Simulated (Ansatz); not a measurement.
**SiGeHO+ (triplet): from Hartree-Fock to the top rungs, cc-pVDZ**

An exercise on one series of results from a longer session: the logs are not shown, and one member is left open.

Computed with Ansatz 0.2.0, Gaussian basis. Level: cc-pVDZ, core rule «outside noble gas», up to 20 orbitals frozen.

To be run: UHF; CCSD(T) on ROHF; CCSD(T) on UHF; BCCD(T) on ROHF; CISD as a restricted active space (open shells left free, so some higher excitations enter); CCSDT(Q) on ROHF; CCSDT(Q) on UHF; CASSCF and NEVPT2, 10 electrons in 10 orbitals.

28 further runs of the same task are left out: 13 that didn't finish, 15 set aside as unsound or not needed. Runs told in other sessions of the task aren't counted.

## What is computed

The geometry is a PBE0/def2-TZVP stationary point (not a proven minimum) of the parent state, kept for this charge and spin. No spin-orbit coupling is included. The filled d shell of Ge may be among the frozen orbitals whatever the setting's name suggests.

4 atoms, charge 1, spin multiplicity 3.

Atoms are counted from 1 here; the program's logs count them from 0.

Bond lengths: Ge1–Si2 2.367 Å, Ge1–H4 1.571 Å, Si2–O3 1.578 Å. Angles: Si2–Ge1–H4 126.9°, Ge1–Si2–O3 76.8°.

Geometry (Å):

```xyz
4
charge 1, multiplicity 3
Ge    0.0000   -0.0410    0.8516
Si    0.0000    0.6188   -1.4219
O     0.0000   -0.9568   -1.5032
H     0.0000    0.9028    2.1070
```

Set-up of the first run:

Input file in.yaml:

```yaml
crystal:
  periodic: [false, false, false]
  atoms:
    - {symbol: Ge, position_ang: [0.000000, -0.041029, 0.851607]}
    - {symbol: Si, position_ang: [0.000000, 0.618777, -1.421905]}
    - {symbol: O, position_ang: [0.000000, -0.956801, -1.503152]}
    - {symbol: H, position_ang: [0.000000, 0.902764, 2.107007]}
basis:
  gaussian: {orbitals: cc-pVDZ}
total_charge: 1
magnetization: {spin_polarized: true, initial_magnetization: 2}
hamiltonian: {xc: hf}
output: {orbitals: {seedname: orbitals}}
```

The run is started by

```sh
> ansatz run in.yaml --threads 1 --pin off --events-out ev --progress --plain --max-ram 2393MiB
```

Steps of the session up to this table: UHF; CCSD(T) on ROHF; CCSD(T) on UHF; BCCD(T) on ROHF; CISD as a restricted active space (open shells left free, so some higher excitations enter); CCSDT(Q) on ROHF; CCSDT(Q) on UHF; CASSCF and NEVPT2, 10 electrons in 10 orbitals.

One table of the session follows, with a row left open; its other results are not shown here.

| method | from RCCSDT(Q) (meV) |
| --- | --- |
| ROHF | +9856.4 |
| UHF | +9518.7 |
| RMP2 | +1843.2 |
| UMP2 | ? |
| CISD | +1719.2 |
| RCCSD | +513.8 |
| UCCSD | +492.8 |
| RCCSD(T) | +133.5 |
| UCCSD(T) | +128.3 |
| BCCD(T) | +106.7 |
| RCCSDT | +62.0 |
| UCCSDT | +54.6 |
| RCCSDT(Q) | 0 |
| UCCSDT(Q) | -8.5 |

Q: Estimate the row for UMP2 from the others.

**Answer.** from RCCSDT(Q) (meV): +1787.9. In the column «from RCCSDT(Q) (meV)» it lies between CISD (+1719.2) and RMP2 (+1843.2).

Left out of the table: CASSCF frontier, NEVPT2 frontier (the active space lost an orbital or holds another state than full CI finds).

Caveats from the session: Restricted and unrestricted rows rest on different reference determinants; a gap between their highest levels can come from leftover correlation error, from unlike frozen cores or from another state. Warnings in the runs' records: passed over end.
